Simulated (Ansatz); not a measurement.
# PF2: the cost of one run

Computed with Ansatz 0.2.0 (DFT PBE+D3(BJ), scalar-relativistic, plane waves, PAW, unless a step's input says otherwise).

## 1. Starting point

The structure is hexagonal, space group P-6m2 (No. 187). Conventional cell: a = 2.303 Å, b = 2.303 Å, c = 12.538 Å, α = 90.00°, β = 90.00°, γ = 120.00°. Around P (site symmetry -6m2) lie 6 F at 1.74 Å. F (site symmetry 3m) has 3 P at 1.74 Å as nearest neighbours.

As a file:

```xyz
3
Lattice="2.3031 0.0000 0.0000 -1.1516 1.9946 0.0000 0.0000 0.0000 12.5383" Properties=species:S:1:pos:R:3 pbc="T T T"
P     0.0000    0.0000    0.0000
F     0.0000    1.3297    1.1221
F     0.0000    1.3297   11.4162
```

The cell is invented: species swapped into a database cell of MoS2 (P-6m2, No. 187), with P on the Mo sites and F on the S sites. The dimensions are guesses.

## 2. Probe: one point on a coarse mesh

Input file input.yaml:

```yaml
crystal:
  lattice:
    - [2.30311821, 0.0, 0.0]
    - [-1.1515591, 1.99455887, 0.0]
    - [0.0, 0.0, 12.53833318]
  atoms:
    - { symbol: P, position: [0.0, 0.0, 0.0] }
    - { symbol: F, position: [0.33333333, 0.66666667, 0.08949298] }
    - { symbol: F, position: [0.33333333, 0.66666667, 0.91050702] }
basis:
  ecutwfc: 420
kpoints:
  mp_grid: { grid: [12, 12, 2] }
hamiltonian:
  xc: pbe
  dispersion: d3bj
scf:
  occupations: { method: gaussian, width: 0.1 }
  lower_state_search: "off"
output:
  forces: true
  stress: true
  eigenvalues: true
```

Launch:

```
$ ansatz run input.yaml --threads 1 --pin off --max-ram 2560MiB --backend cpu --events-out ev --progress --plain --runs-dir out
```

What time and memory should one allow on 1 thread of Intel Xeon at 2.70GHz, shared host?

About 3.1 s, with a peak of 0.34 GiB.
